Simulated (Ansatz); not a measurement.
# Cl₂GaHO + H₂: a complex and its separated parts

Aim: how far the complex at one end of a reaction step lies below its separated, relaxed parts, level by level.

Method: PBE0-D4/def2-TZVP structures, single points in def2-TZVPP, no counterpoise correction; program: Ansatz 0.2.0, Gaussian basis.

Levels: SPW92, PBE-D4, BLYP-D4, r2SCAN-D4, B97M-V, PBE0-D4, B3LYP-D4, r2SCAN0-D4, BHLYP-D4, CAM-B3LYP-D4, wB97X-V, wB97M-V, B2PLYP, PBE-QIDH, RPA on PBE, Hartree-Fock, MP2, CCSD, CCSD(T).

Correlated methods freeze the cores. Filled d shells of the heavier atoms are correlated. B3LYP uses VWN-RPA correlation. B2PLYP carries no dispersion term here.

95 further runs of the same task are left out: 1 that didn't finish, 94 set aside as unsound or not needed.

## (1) The starting structure

The complex: 7 atoms, charge 0, spin multiplicity 1.

Atoms are counted from 1 here; the program's logs count them from 0.

Bond lengths: Ga1–Cl3 2.112 Å, Ga1–Cl4 2.127 Å, Ga1–O6 1.767 Å, H2–H5 0.751 Å, O6–H7 0.961 Å. Angles: Cl3–Ga1–Cl4 120.3°, Cl3–Ga1–O6 118.8°, Cl4–Ga1–O6 120.7°, Ga1–O6–H7 112.8°.

As a file:

```
Ga   -0.3102   -0.7183    0.0262
H     1.4753    1.0441   -0.8384
Cl   -0.6800   -1.4439   -1.9227
Cl    1.2773   -1.5257    1.1888
H     0.8605    1.4724   -0.7944
O    -1.4199    0.4713    0.7163
H    -1.2030    0.6999    1.6241
```

Its parts: Cl₂GaHO holds atoms 1, 3, 4, 6, 7; H₂ holds atoms 2, 5. Each part counts its atoms afresh in its own runs.

## (2) Relaxing Cl₂GaHO alone

The input, relax-a/in.yaml:

```yaml
crystal:
  periodic: [false, false, false]
  atoms:
    - {symbol: Ga, position_ang: [-0.310239, -0.718318, 0.026216]}
    - {symbol: Cl, position_ang: [-0.679966, -1.443934, -1.922745]}
    - {symbol: Cl, position_ang: [1.277331, -1.525652, 1.188808]}
    - {symbol: O, position_ang: [-1.419925, 0.471304, 0.716329]}
    - {symbol: H, position_ang: [-1.202991, 0.699943, 1.624081]}
basis:
  gaussian: {orbitals: def2-TZVP}
hamiltonian: {xc: pbe0, dispersion: d4}
relax: {f_tol: 0.005, max_steps: 200}
```

Command:

```sh
> ansatz run in.yaml --threads 4 --pin off --events-out ev --progress --plain --max-ram 9574MiB
```

Further steps of the session: Relaxing H₂ alone; SPW92/def2-TZVPP; PBE-D4/def2-TZVPP; BLYP-D4/def2-TZVPP; r2SCAN-D4/def2-TZVPP; B97M-V/def2-TZVPP; PBE0-D4/def2-TZVPP; B3LYP-D4/def2-TZVPP; r2SCAN0-D4/def2-TZVPP; BHLYP-D4/def2-TZVPP; CAM-B3LYP-D4/def2-TZVPP; wB97X-V/def2-TZVPP; wB97M-V/def2-TZVPP; B2PLYP/def2-TZVPP; PBE-QIDH/def2-TZVPP; RPA on PBE/def2-TZVPP; CCSD(T)/def2-TZVPP; Vibrations of Cl₂GaHO; Vibrations of H₂.

Q: Predict the outcome of this session. Wanted: complex less parts, CCSD(T)/def2-TZVPP; with zero-point energy; largest T1 diagnostic.

**Answer**, as computed:

| quantity | value |
| --- | --- |
| complex less parts, CCSD(T)/def2-TZVPP | -5.7 kJ/mol |
| with zero-point energy | +0.2 kJ/mol |
| largest T1 diagnostic | 0.012 |

What this shows: At CCSD(T) the complex lies 5.7 kJ/mol below its parts. The functionals run from PBE-QIDH, off by -0.1 kJ/mol, to SPW92, off by -9.1 kJ/mol, against CCSD(T). By rung, the mean size of the error is: LDA 9.1, GGA 1.7, meta-GGA 0.7, hybrid 1.4, range-separated hybrid 1.1, double hybrid 1.8 kJ/mol. PBE-D4 gives a relative energy 1.1 kJ/mol too low, an error of 20 % of the reference. No counterpoise was applied, and triple zeta lacks some correlation, so the CCSD(T) reference has a basis error of its own, and close matches with it are partly luck.
